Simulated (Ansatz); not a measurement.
# CH8FNSi: the cost of one run

All numbers below are computed with Ansatz 0.2.0 (RKS BLYP-D4/def2-SVP).

## 1. The system as given

Bond lengths: Si1–F2 2.004 Å, Si1–H3 1.456 Å, Si1–H4 1.479 Å, Si1–N5 1.712 Å, Si1–C7 2.176 Å, N5–H8 1.005 Å, N5–H9 1.005 Å, C7–H10 1.082 Å, C7–H11 1.097 Å, C7–H12 1.082 Å. Angles (14 of 19 angles, heavy atoms first): F2–Si1–N5 84.3°, F2–Si1–C7 75.4°, N5–Si1–C7 111.3°, F2–Si1–H3 81.8°, F2–Si1–H4 167.2°, H3–Si1–N5 127.8°, H3–Si1–C7 113.2°, H4–Si1–N5 99.3°, H4–Si1–C7 91.8°, Si1–N5–H8 120.1°, Si1–N5–H9 119.9°, Si1–C7–H10 99.9°, Si1–C7–H11 137.4°, Si1–C7–H12 96.5°.

Structure file:

```xyz
12

Si   -0.7794    0.0262    0.2462
F     0.0572   -1.7431   -0.1826
H    -1.9562   -0.6325   -0.3017
H    -1.1589    1.4510    0.3674
N    -0.0696   -0.2031    1.7871
H     0.5362   -0.8124   -0.7810
C     0.7265    0.4833   -1.2563
H     0.1206   -1.1317    2.1208
H    -0.2923    0.4251    2.5391
H     1.3335    1.1885   -0.7038
H     1.4124   -0.0720   -1.9071
H     0.0700    1.0207   -1.9281
```

## 2. A restrained relaxation towards end A

Springs on the bonds that form and break draw the guess towards this end; the thresholds are loose.

The input, input.yaml:

```yaml
crystal:
  periodic: [false, false, false]
  atoms:
    - { symbol: Si, position_ang: [-0.7794, 0.0262, 0.2462] }
    - { symbol: F, position_ang: [0.0572, -1.7431, -0.1826] }
    - { symbol: H, position_ang: [-1.9562, -0.6325, -0.3017] }
    - { symbol: H, position_ang: [-1.1589, 1.451, 0.3674] }
    - { symbol: "N", position_ang: [-0.0696, -0.2031, 1.7871] }
    - { symbol: H, position_ang: [0.5362, -0.8124, -0.781] }
    - { symbol: C, position_ang: [0.7265, 0.4833, -1.2563] }
    - { symbol: H, position_ang: [0.1206, -1.1317, 2.1208] }
    - { symbol: H, position_ang: [-0.2923, 0.4251, 2.5391] }
    - { symbol: H, position_ang: [1.3335, 1.1885, -0.7038] }
    - { symbol: H, position_ang: [1.4124, -0.072, -1.9071] }
    - { symbol: H, position_ang: [0.07, 1.0207, -1.9281] }
basis:
  gaussian: { orbitals: def2-SVP }
hamiltonian:
  xc: blyp
  dispersion: d4
relax:
  f_tol: 0.15
  max_steps: 25
  restrain:
    - { distance: [0, 6], at: 3.17, k: 30.0 }
    - { distance: [5, 1], at: 2.18, k: 30.0 }
    - { distance: [0, 1], at: 1.68, k: 30.0 }
    - { distance: [5, 6], at: 1.07, k: 30.0 }
output:
  orbitals: {}
```

The run is started by

```console
$ ansatz run input.yaml --threads 2 --pin off --max-ram 3072MiB --backend cpu --events-out ev --progress --plain --runs-dir out
```

Q: Estimate wall time and peak memory on 2 threads of Intel Xeon Platinum 8488C (Sapphire Rapids), shared host.

About 42 s, with a peak of 0.17 GiB.
